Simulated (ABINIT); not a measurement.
GaGe:

```
Ge Ga
1.0
     0.00000    2.89784    2.89784
     2.89784    0.00000    2.89784
     2.89784    2.89784    0.00000
Ge Ga
1 1
Direct
  0.00000 0.00000 0.00000
  0.25000 0.25000 0.25000
```

The cell comes from a database or a generator and needn't be the stable form of this composition.

| Property | Result |
| --- | --- |
| Program | ABINIT 10.8.3 (patched build) |
| Task | single point |
| Functional | PBE |
| Potentials or basis | JTH PAW PBE v2.0 |
| Cutoff | 599 eV |
| k mesh | 8 × 8 × 8 |
| Occupations | fermi-dirac, width 0.05 eV |
| Spin | no spin polarisation |

On this cell: pressure 0.0 GPa; largest force zero by symmetry; band gap on the k mesh none (metal or under the smearing width).

The same run follows on a disturbed copy (atoms moved at random, drawn with an rms of 0.05 Å):

```
Ge Ga
1.0
     0.00000    2.89784    2.89784
     2.89784    0.00000    2.89784
     2.89784    2.89784    0.00000
Ge Ga
1 1
Cartesian
  0.0437 0.0525 -0.0507
  1.4805 1.4612 1.4101
```

Q: What changes?

A: The energy (extrapolated to zero smearing) moves by +2.2 meV/atom; pressure 0.0 GPa; largest force 0.211 eV/Å; band gap on the k mesh none (metal or under the smearing width).

Forces on the atoms (eV/Å):
```
Ge  -0.052 -0.198  0.050
Ga   0.052  0.198 -0.050
```

Stress tensor (GPa, compression positive):
```
 0.08 -0.29  1.08
-0.29 -0.04  0.30
 1.08  0.30  0.08
```
